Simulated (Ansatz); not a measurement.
# ZnAg2: the cost of one run

Program: Ansatz 0.2.0. Level of theory: DFT PBE, scalar-relativistic, plane waves, PAW. These are calculated values, not measurements.

1 further run of the same task is left out (it didn't finish).

### Step 1. The starting structure

It takes space group Fd-3m (No. 227, cubic). The conventional cell has a = 7.542 Å, b = 7.542 Å, c = 7.542 Å, α = 90.00°, β = 90.00°, γ = 90.00°. Zn (site symmetry -43m) has 12 Ag at 3.13 Å and 4 Zn at 3.27 Å as nearest neighbours. Around Ag (site symmetry -3m) lie 6 Ag at 2.67 Å.

Coordinates:

```
Zn Ag
1.0
     0.00000    3.77123    3.77123
     3.77123    0.00000    3.77123
     3.77123    3.77123    0.00000
Zn Ag
2 4
Cartesian
  0.0000 0.0000 0.0000
  1.8856 1.8856 1.8856
  4.7140 4.7140 4.7140
  4.7140 2.8284 2.8284
  2.8284 2.8284 4.7140
  2.8284 4.7140 2.8284
```

(A quick probe on a coarse mesh, which set the mesh and smearing, is not shown.)

### Step 3. Coarse relaxation

input.yaml reads:

```yaml
crystal:
  lattice:
    - [0.0, 3.7712277004, 3.7712277004]
    - [3.7712277004, 0.0, 3.7712277004]
    - [3.7712277004, 3.7712277004, 0.0]
  atoms:
    - { symbol: Zn, position: [0.0, 0.0, 0.0] }
    - { symbol: Zn, position: [0.25, 0.25, 0.25] }
    - { symbol: Ag, position: [0.625, 0.625, 0.625] }
    - { symbol: Ag, position: [0.125, 0.625, 0.625] }
    - { symbol: Ag, position: [0.625, 0.625, 0.125] }
    - { symbol: Ag, position: [0.625, 0.125, 0.625] }
basis:
  ecutwfc: 420
kpoints:
  mp_grid: { grid: [4, 4, 4] }
hamiltonian:
  xc: pbe
scf:
  occupations: { method: gaussian, width: 0.1 }
  lower_state_search: "off"
output:
  forces: true
  stress: true
  eigenvalues: true
relax:
  adjacent_minimum: "off"
  f_tol: 0.04
  max_steps: 70
  cell: { stress_tol: 0.4 }
```

Started as:

```bash
$ ansatz run input.yaml --threads 1 --pin off --max-ram 2560MiB --backend cpu --events-out ev --progress --plain --runs-dir out
```

**Question.** How long does this run take on 1 thread of Arm Neoverse V2, shared host, and how much memory does it need?

About 15 s, with a peak of 0.39 GiB.
